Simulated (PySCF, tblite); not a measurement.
**Cl₃H₆NOSi₃, a small molecule taken as a stand-in for a surface group (silicon nitride N site): NMR shifts, core binding energies and electronic excitations**

Aim: the NMR shifts, core binding energies and electronic excitations of `[SiH3]N([SiH3])O[Si](Cl)(Cl)Cl`.

Computed with tblite 0.8.0 and PySCF 2.14.0; each step states its level. No surroundings beyond the atoms listed, unless a continuum is named. Atoms count from 0, parts from 1.

## 1. The system as given

14 atoms, charge 0, multiplicity 1; geometry: distance geometry start.

## 2. Geometry optimisation with GFN2-xTB

What the job is given:

```
{"job": {"kind": "relax", "xc": "GFN2-xTB", "basis": "xTB"}, "charge": 0, "multiplicity": 1}
Si     0.786380    -0.624687    -0.992452
N     -0.524780    -0.620858     0.260630
Si    -1.628462    -2.056679     0.230920
O     -0.158708    -0.187724     1.490611
Si     0.371713     1.483995     1.854247
Cl     0.201985     2.676764     0.088592
Cl     2.416361     1.450275     2.465814
Cl    -0.823622     2.307694     3.398285
H      0.345084     0.128050    -2.146257
H      1.066402    -1.947541    -1.408093
H      1.959568    -0.011758    -0.476867
H     -1.452384    -2.819788     1.432308
H     -2.981224    -1.608253     0.178078
H     -1.347879    -2.878421    -0.898355
```

Method: GFN2-xTB geometry optimisation, gas phase.

On the command line:

```bash
$ OMP_NUM_THREADS=1 python cluster_run.py task.json out
```

The driver reads the jobs from task.json and runs them one after another.

**Question.** The jobs that follow are: PBE0-D3(BJ)/def2-SVP geometry optimisation, gas phase; GIAO PBE0/pcSseg-1 NMR shielding, non-relativistic, gas phase; delta-SCF UKS SCAN, pcX-2 on the ionised atom, pcseg-1 elsewhere, spin-free X2C; TDDFT CAM-B3LYP/def2-SVPD, vertical, gas phase, core orbitals frozen in the response. Predict: point group; rotational constants (main isotopes); ¹H shifts against TMS (PBE0/pcSseg-1); ²⁹Si shifts against TMS (PBE0/pcSseg-1); ¹⁵N shifts against NH3 (PBE0/pcSseg-1); ¹⁷O shifts against H2O (PBE0/pcSseg-1); ³⁵Cl shifts against HCl (PBE0/pcSseg-1); Si2p binding energies, SCAN/pcX-2; N1s binding energies, SCAN/pcX-2; O1s binding energies, SCAN/pcX-2; lowest singlet (CAM-B3LYP/def2-SVPD); brightest single state of those computed; lowest triplet; vertical ionisation energy (ΔSCF).

As calculated:

| quantity | value |
| --- | --- |
| point group | C1 |
| rotational constants (main isotopes) | 0.94, 0.54, 0.46 GHz |
| ¹H shifts against TMS (PBE0/pcSseg-1) | 5.11, 5.05, 4.78, 4.77, 4.61, 4.60 ppm |
| ²⁹Si shifts against TMS (PBE0/pcSseg-1) | -3.0, -42.9, -43.7 ppm |
| ¹⁵N shifts against NH3 (PBE0/pcSseg-1) | 132.1 ppm |
| ¹⁷O shifts against H2O (PBE0/pcSseg-1) | 137.1 ppm |
| ³⁵Cl shifts against HCl (PBE0/pcSseg-1) | 145, 138, 130 ppm |
| Si2p binding energies, SCAN/pcX-2 | Si4 109.97, Si2 107.64, Si0 107.62 eV |
| N1s binding energies, SCAN/pcX-2 | N1 405.72 eV |
| O1s binding energies, SCAN/pcX-2 | O3 539.15 eV |
| lowest singlet (CAM-B3LYP/def2-SVPD) | 5.97 eV (208 nm), f = 0.001 |
| brightest single state of those computed | state 3, 6.93 eV, f = 0.032 |
| lowest triplet | 5.23 eV |
| vertical ionisation energy (ΔSCF) | 9.50 eV |

What this shows: Relaxing lowered the energy by 0.376 eV in 19 steps; the close pair that moved most is O3–Si4, from 1.588 to 1.664 Å (PBE0/def2-SVP). The Si2p levels kept as sound span 2.36 eV, from Si0 (silicon bonded to N, 3 H) up to Si4 (silicon bonded to 3 Cl, O). The first singlet state (HOMO→LUMO+2 0.51, HOMO→LUMO 0.19) lies at 5.97 eV and is dark; of the 6 states computed, the strongest absorption comes from state 3 at 6.93 eV. The lowest triplet lies 0.74 eV below the lowest singlet (triplets in Tamm-Dancoff, singlets in full TDDFT). ΔSCF puts the ionisation energy at 9.50 eV, 0.47 eV above −ε(HOMO). A capped cluster stands for the solid here, so long-range fields and strain are missing, and bands or shifts of the capping hydrogens have no counterpart in it.
